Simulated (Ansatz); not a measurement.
# Sn2As: the cost of one run

Program: Ansatz 0.2.0. Level of theory: DFT PBE, scalar-relativistic, plane waves, PAW. These are calculated values, not measurements.

1 further run of the same task is left out (it didn't finish).

### Step 1. The structure to begin with

The structure is hexagonal, space group P6/mmm (No. 191). Conventional cell: a = 4.879 Å, b = 4.879 Å, c = 3.637 Å, α = 90.00°, β = 90.00°, γ = 120.00°. Around Sn (site symmetry -6m2) lie 3 Sn at 2.82 Å and 6 As at 3.35 Å. As (site symmetry 6/mmm) has 12 Sn at 3.35 Å in its first shell of neighbours.

Coordinates:

```xyz
3
Lattice="4.8785 0.0000 0.0000 -2.4393 4.2249 0.0000 0.0000 0.0000 3.6368" Properties=species:S:1:pos:R:3 pbc="T T T"
Sn    0.0000    2.8166    1.8184
Sn    2.4393    1.4083    1.8184
As    0.0000    0.0000    0.0000
```

Recipe of the guess: species swapped into a database cell of EuHg2 (P6/mmm, No. 191), with As on the Eu sites and Sn on the Hg sites. Its size is a rough estimate.

### Step 2. A first look at the guess

input.yaml

```yaml
crystal:
  lattice:
    - [4.87850418, 0.0, 0.0]
    - [-2.43925209, 4.22490855, 0.0]
    - [0.0, 0.0, 3.63679236]
  atoms:
    - { symbol: Sn, position: [0.33333333, 0.66666667, 0.5] }
    - { symbol: Sn, position: [0.66666667, 0.33333333, 0.5] }
    - { symbol: As, position: [0.0, 0.0, 0.0] }
basis:
  ecutwfc: 420
kpoints:
  mp_grid: { grid: [6, 6, 6] }
hamiltonian:
  xc: pbe
scf:
  occupations: { method: gaussian, width: 0.1 }
  lower_state_search: "off"
output:
  forces: true
  stress: true
  eigenvalues: true
```

Launch:

```
ansatz run input.yaml --threads 1 --pin off --max-ram 2560MiB --backend cpu --events-out ev --progress --plain --runs-dir out
```

What time and memory should one allow on 1 thread of Intel Xeon at 2.50GHz (Skylake/Cascade Lake), shared host?

About 6 s, with a peak of 0.38 GiB.
